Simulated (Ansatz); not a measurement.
# NbTe (P-6m2) in Ansatz: settings compared

One crystal, NbTe, is run at these levels: PBE, LDA, PBEsol; tasks: band structure.

All numbers are computed with Ansatz 0.2.0; they aren't measurements. Logs are shortened: lines on timing, memory, paths and dates and some standing lists are left out, and cuts for length are marked.

## Step 1: The structure

The structure is hexagonal, space group P-6m2 (No. 187). The conventional cell has a = 3.703 Å, b = 3.703 Å, c = 3.694 Å, α = 90.00°, β = 90.00°, γ = 120.00°. Around Te (site symmetry -6m2) lie 6 Nb at 2.83 Å. Around Nb (site symmetry -6m2) lie 6 Te at 2.83 Å.

The cell comes from a database or a generator and needn't be the stable form of this composition.

## Step 2: Band structure, PBE

The input, input.yaml:

```yaml
crystal:
  lattice:
    - [3.7029743866, 0.0, 0.0]
    - [-1.8514871933, 3.2068698884, 0.0]
    - [0.0, 0.0, 3.694211]
  atoms:
    - { symbol: Te, position: [0.6666666667, 0.3333333333, 0.0] }
    - { symbol: Nb, position: [0.0, 0.0, 0.5] }
kpoints:
  mp_grid: { grid: [8, 8, 7] }
  band_path:
    path:
      - [0.0, 0.0, 0.0]
      - [0.5, 0.0, 0.0]
      - [0.3333333333, 0.3333333333, 0.0]
      - [0.0, 0.0, 0.0]
      - [0.0, 0.0, 0.5]
      - [0.5, 0.0, 0.5]
      - [0.3333333333, 0.3333333333, 0.5]
      - [0.0, 0.0, 0.5]
    npoints: 10
scf:
  occupations: { method: fermi_dirac, width: 0.05 }
hamiltonian:
  xc: pbe
  pseudopotentials: { kind: all_electron, lapw: { basis_error: 0.001 } }
output:
  forces: true
  stress: true
  eigenvalues: true
```

Potentials or basis: all-electron LAPW, scalar-relativistic.

On the command line:

```bash
$ ansatz run input.yaml --threads 1 --pin off --max-ram 3072MiB --backend cpu --events-out ev --progress --plain --runs-dir out
```

Output:

```text
Warning: RAYON_NUM_THREADS=1 ignored (pool sized by the plan → 1); use --threads N
LAPW: plane waves up to 7.828 Å⁻¹, error target 1.0e-3 eV per atom; small_component_spin mean_spin; Nb in spheres of 1.391 Å, 29 of its electrons in bands, Dirac shells []; Te in spheres of 1.434 Å, 24 of its electrons in bands, Dirac shells [] (how accurate: hamiltonian.pseudopotentials.lapw.basis_error, Limitations)
Engine: ansatz 0.2.0, x86_64-unknown-linux-gnu
Pseudopotentials: kind: all_electron
Pseudopotential: Te, LAPW, valence charge 24, lapw/all_electron/scalar/gaussian/Te, Koelling and Harmon's equation, gaussian nucleus
Pseudopotential: Nb, LAPW, valence charge 29, lapw/all_electron/scalar/gaussian/Nb, Koelling and Harmon's equation, gaussian nucleus
Functional definition: PBE
  parameter kappa = 0.804
  parameter beta = 0.06672455060314922
  exchange = pbe_x(kappa = kappa, mu = beta*pi^2/3)
  correlation = pbe_c(beta = beta)
Crystal: 2 atoms, lattice volume = 43.869 Å³
Basis set: ecut = 233.45913383025695 eV, 351 PW (Γ), exchange–correlation at level 2
Bands: 32, of which v1, the nominal top of the filled ones, is band 27 counted from 1 (26 counted from 0)
Symmetry: 12 space group operations
Space group: P-6m2 (ITA 187), of the structure as read, at distance tolerance 3.5e-5 Å
k-points: 40 of 448 (time reversal used)
Non-local potential: Te, projectors of the file, none
Non-local potential: Nb, projectors of the file, none
Initial density: superposition of atomic densities (chi_scale 0.1, normalization cell, long waves kept (reshape's long-wave potential 0.00 eV rms))
Initial wavefunctions: plane waves of lowest kinetic energy (no species holds an atomic orbital)
Functional: x = pbe(κ = 0.804, μ = 0.2195149727645171), c = pbe(β = 0.06672455060314922)
iter 1 solved again at ethr=1.23e-3 eV; its pass at ethr=1.00e-1 eV (dr2=6.52e-1 eV) is discarded
SCF iter   1: F=—  HF=-288830.767498 eV  |F-HF|=—  |Δ(HF+E_count)|=         —  Δρ=3.30e-2  dr2=6.53e-1  ethr=1.23e-3  ⟨swp⟩=2.1  Hψ=7963  notcnv=0
preconditioner: auto → Kerker (q_TF=auto, 2.816 Å⁻¹)  [metal: Δε(μ)=0.084 eV  Ē_g=8.590 eV  σ=0.050 eV  W_gap=0.36  n_scr=20 (ndim 8)  ℏωp=18.6 eV  f_vac=0.000  D(μ)=1.64/eV (n_scr^D=20)]
SCF iter   2: F=—  HF=-288830.371669 eV  |F-HF|=—  |Δ(HF+E_count)|=   3.96e-1  Δρ=1.29e-2  dr2=7.77e-2  ethr=1.23e-3  ⟨swp⟩=2.0  Hψ=4042  notcnv=0
SCF iter   3: F=—  HF=-288830.365669 eV  |F-HF|=—  |Δ(HF+E_count)|=         —  Δρ=1.03e-2  dr2=5.73e-2  ethr=1.47e-4  ⟨swp⟩=2.0  Hψ=3878  notcnv=0
the basis was enlarged: its passes take 157.9 KiB over the memory plan, 1 of 1 planned eigensolver slots
SCF iter   4: F=—  HF=-288830.363182 eV  |F-HF|=—  |Δ(HF+E_count)|=   2.49e-3  Δρ=3.70e-3  dr2=8.61e-3  ethr=1.08e-4  ⟨swp⟩=2.0  Hψ=3771  notcnv=0
SCF iter   5: F=—  HF=-288830.363747 eV  |F-HF|=—  |Δ(HF+E_count)|=   5.65e-4  Δρ=1.23e-3  dr2=1.03e-3  ethr=1.62e-5  ⟨swp⟩=2.0  Hψ=3847  notcnv=0
SCF iter   6: F=—  HF=-288830.363533 eV  |F-HF|=—  |Δ(HF+E_count)|=   2.14e-4  Δρ=4.88e-4  dr2=1.07e-4  ethr=1.94e-6  ⟨swp⟩=2.0  Hψ=3844  notcnv=0
SCF iter   7: F=—  HF=-288830.363538 eV  |F-HF|=—  |Δ(HF+E_count)|=   4.91e-6  Δρ=1.84e-4  dr2=1.26e-5  ethr=2.02e-7  ⟨swp⟩=2.3  Hψ=3852  notcnv=0
iter 8 solved again at ethr=1.83e-9 eV; its pass at ethr=2.38e-8 eV (dr2=9.72e-7 eV) is discarded
SCF iter   8: F=—  HF=-288830.363545 eV  |F-HF|=—  |Δ(HF+E_count)|=   6.98e-6  Δρ=3.94e-5  dr2=9.71e-7  ethr=1.83e-9  ⟨swp⟩=2.0  Hψ=6584  notcnv=0
SCF iter   9: F=—  HF=-288830.363545 eV  |F-HF|=—  |Δ(HF+E_count)|=   6.05e-8  Δρ=1.16e-5  dr2=6.77e-8  ethr=1.83e-9  ⟨swp⟩=2.7  Hψ=3875  notcnv=0
SCF iter  10: F=-288830.363545 eV  HF=-288830.363545 eV  |F-HF|=1.97e-8  |Δ(HF+E_count)|=   2.91e-9  Δρ=4.51e-6  dr2=1.92e-8  ethr=1.28e-10  ⟨swp⟩=2.1  Hψ=3844  notcnv=0
SCF 1 converged in 10 iterations: F = -288830.363545 eV  dr2 = 1.92e-8
NSCF: frozen V_eff on 71 k-points
SCF converged after 10 iterations
Free energy (F): -288830.363545 eV
Harris-Foulkes:  -288830.363545 eV  (|F-HF|=1.97e-8)
Internal energy: -288830.352111 eV  (E = F + TS)
E sigma→0 (E₀):  -288830.357828 eV
Entropy (-TS):   -0.011433 eV (-5.717 meV/atom)
Fermi energy:    18.329943 eV
--- Per-component energies (eV) ---
  E_band       = -4753.615375
  E_kinetic    = 302793.928931
  E_xc         = -8033.051399
  E_electrostatic = -583591.229643  (all electrons and nuclei)
  E_smearing   = -0.011433  (= −TS)
  E_closure    = 0.000000  (closes the sum)
  E_atoms      = -288816.783911  (free atoms, spherical and without spin; not in F)
  Σ components = -288830.363545   (vs F -288830.363545, Δ=0.00e0)
  Basis errors (estimates in eV, not in F): energy 3.4e-4 per atom: plane waves 3.0e-4 (1.6e-4 summed), levels above the bands 3.5e-55, relativity 4.8e-8, radial functions 3.5e-5, core shells 2.7e-7; eigenvalues (radial functions only) 1.1e-6; not estimated: angular momenta, meshes, grids; target (lapw.basis_error) 1.0e-3; muffin-tin radii Nb 1.391 Å, Te 1.434 Å
--- Forces (eV/Å), atoms counted from 1 ---
  atom   1  Te     0.00000000     0.00000000     0.00000000
  atom   2  Nb     0.00000000     0.00000000     0.00000000
  max |Σ_I F_I| component: 3.70e-17 eV/Å
--- Stress (GPa, compression-positive) ---
       -0.850381       0.000000       0.000000
        0.000000      -0.850381       0.000000
        0.000000       0.000000      -0.169076
  P = ⅓ Tr σ = -0.6233 GPa (-6.233 kbar)
--- Band table (eV; the first three rows and the last of 40) ---
  k-point 0: bands = ["-325.6415", "-325.6113", "-325.6113", "-175.2168", "-175.2007", "-175.2007", "-175.1832", "-175.1832", "-142.3709", "-92.4190", "-92.4190", "-92.4073", "-37.2541", "-19.7737", "-19.7737", "-19.7650", "-19.7650", "-19.7648", "-13.4493", "-13.2577", "-13.2577", "4.0701", "15.1700", "15.1700", "15.3327", "15.9744", "18.4556", "18.4556", "20.7621", "20.7621", "21.1762", "24.2848"]
  k-point 1: bands = ["-325.6415", "-325.6113", "-325.6113", "-175.2168", "-175.2007", "-175.2007", "-175.1832", "-175.1832", "-142.3709", "-92.4190", "-92.4190", "-92.4073", "-37.2531", "-19.7734", "-19.7734", "-19.7661", "-19.7661", "-19.7625", "-13.4708", "-13.2556", "-13.2556", "4.2704", "13.9839", "15.2859", "15.2859", "16.7866", "18.0186", "18.0186", "21.0064", "21.0064", "21.7161", "25.1890"]
  k-point 2: bands = ["-325.6415", "-325.6113", "-325.6113", "-175.2168", "-175.2007", "-175.2007", "-175.1832", "-175.1832", "-142.3709", "-92.4190", "-92.4190", "-92.4073", "-37.2509", "-19.7727", "-19.7727", "-19.7687", "-19.7687", "-19.7572", "-13.5186", "-13.2508", "-13.2508", "4.7898", "12.2034", "15.5409", "15.5409", "17.4653", "17.4653", "17.8184", "20.7358", "20.7358", "22.5686", "26.3905"]
  k-point 39: bands = ["-325.6415", "-325.6113", "-325.6113", "-175.2168", "-175.2007", "-175.2007", "-175.1832", "-175.1832", "-142.3709", "-92.4191", "-92.4191", "-92.4073", "-37.2405", "-19.7778", "-19.7709", "-19.7678", "-19.7628", "-19.7461", "-13.5100", "-13.3519", "-13.3063", "6.1865", "12.1514", "12.6261", "13.7678", "17.1261", "19.4543", "19.9579", "20.5263", "20.8175", "21.7148", "22.8067"]
```

It used 73 s of CPU time on 1 thread of Intel(R) Xeon(R) Processor @ 2.50GHz (Skylake/Cascade Lake), on a shared host, which was overloaded at the time.

What came out:

```
Free energy             : -288830.3635 eV
Pressure                : -0.6 GPa
Band gap along the path : none (metal or under the smearing width)
```

Stress tensor (GPa, compression positive):
```
-0.85  0.00  0.00
 0.00 -0.85  0.00
 0.00  0.00 -0.17
```

Levels at the corners of the path, in eV from the Fermi level:
```csv
point,band 23,band 24,band 25,band 26,band 27,band 28,band 29,band 30,band 31,band 32
Γ,-3.16,-3.16,-3.00,-2.36,0.13,0.13,2.43,2.43,2.85,5.95
M,-7.20,-3.84,-2.64,-2.61,-0.20,1.22,1.49,3.02,3.82,5.75
K,-6.50,-5.45,-3.77,-0.95,-0.13,0.19,0.39,4.61,6.48,7.60
Γ,-3.16,-3.16,-3.00,-2.36,0.13,0.13,2.43,2.43,2.85,5.95
A,-7.54,-2.62,-2.62,-0.97,-0.97,0.66,1.64,1.64,5.31,6.05
L,-5.97,-5.89,-4.26,-1.37,1.15,1.26,1.80,2.78,4.45,4.61
H,-6.25,-5.76,-4.48,-1.12,1.12,1.67,2.12,2.78,3.36,3.77
A,-7.54,-2.62,-2.62,-0.97,-0.97,0.66,1.64,1.64,5.31,6.05
```

Caveat: spin-orbit coupling is left out, which moves the levels of the heavy elements.

## Step 3: Band structure, LDA

Edit input.yaml of step 2 so:

```diff
@@ -24,3 +24,3 @@
 hamiltonian:
-  xc: pbe
+  xc: lda
   pseudopotentials: { kind: all_electron, lapw: { basis_error: 0.001 } }
```

Potentials or basis: all-electron LAPW, scalar-relativistic.

On the command line:

```bash
$ ansatz run input.yaml --threads 1 --pin off --max-ram 3072MiB --backend cpu --events-out ev --progress --plain --runs-dir out
```

It used 72 s of CPU time on 1 thread of Intel(R) Xeon(R) Processor @ 2.50GHz (Skylake/Cascade Lake), on a shared host, which was overloaded at the time.

The run converged. Its results:

```
Free energy             : -288568.3223 eV
Pressure                : -7.5 GPa
Band gap along the path : none (metal or under the smearing width)
```

Stress tensor (GPa, compression positive):
```
-7.25  0.00  0.00
 0.00 -7.25  0.00
 0.00  0.00 -7.96
```

Levels at the corners of the path, in eV from the Fermi level:
```tsv
point	band 24	band 25	band 26	band 27	band 28	band 29	band 30	band 31
Γ	-3.16	-2.99	-2.35	0.13	0.13	2.41	2.41	2.75
M	-3.84	-2.63	-2.61	-0.19	1.22	1.46	3.01	3.82
K	-5.42	-3.78	-0.93	-0.14	0.17	0.39	4.59	6.51
Γ	-3.16	-2.99	-2.35	0.13	0.13	2.41	2.41	2.75
A	-2.63	-2.63	-0.97	-0.97	0.63	1.63	1.63	5.29
L	-5.86	-4.25	-1.34	1.14	1.24	1.79	2.74	4.44
H	-5.73	-4.45	-1.10	1.10	1.64	2.07	2.77	3.41
A	-2.63	-2.63	-0.97	-0.97	0.63	1.63	1.63	5.29
```

Caveat: spin-orbit coupling is left out, which moves the levels of the heavy elements.

## Step 4: Band structure, PBEsol

Edit input.yaml of step 3 so:

```diff
@@ -24,3 +24,3 @@
 hamiltonian:
-  xc: lda
+  xc: pbesol
   pseudopotentials: { kind: all_electron, lapw: { basis_error: 0.001 } }
```

On the command line:

```bash
$ ansatz run input.yaml --threads 1 --pin off --max-ram 3072MiB --backend cpu --events-out ev --progress --plain --runs-dir out
```

Wall time 2 min (1 thread of Intel Xeon at 2.50GHz (Skylake/Cascade Lake), shared host); peak memory 0.33 GiB.

It converged, with:

```
Free energy             : -288695.2463 eV
Pressure                : -5.2 GPa
Band gap along the path : none (metal or under the smearing width)
```

Levels at the corners of the path, in eV from the Fermi level:
```
point  band 25  band 26  band 27  band 28  band 29  band 30
    Γ    -3.02    -2.36     0.13     0.13     2.43     2.43
    M    -2.65    -2.61    -0.20     1.23     1.48     3.02
    K    -3.77    -0.95    -0.13     0.18     0.39     4.62
    Γ    -3.02    -2.36     0.13     0.13     2.43     2.43
    A    -2.62    -0.98    -0.98     0.65     1.64     1.64
    L    -4.26    -1.38     1.15     1.25     1.79     2.75
    H    -4.47    -1.12     1.12     1.67     2.07     2.79
    A    -2.62    -0.98    -0.98     0.65     1.64     1.64
```

Caveat: spin-orbit coupling is left out, which moves the levels of the heavy elements.

## Step 5: Overview

```tsv
level	pressure (GPa)
PBE	-0.6
LDA	-7.5
PBEsol	-5.2
```

Alike in all rows: task band structure; potentials or basis all-electron LAPW, scalar-relativistic; no spin polarisation; cell as given; k mesh 8 × 8 × 7; cutoff (eV) 233; smearing fermi-dirac 0.05 eV; basis error allowed 0.001 eV/atom.

The pressure there spans -7.5 GPa (LDA) to -0.6 GPa (PBE); a positive pressure means that this level wants a larger cell, a negative one a smaller.

Caveats: spin-orbit coupling is left out, which moves the levels of the heavy elements.

Compare energies only between runs with the same functional and basis.
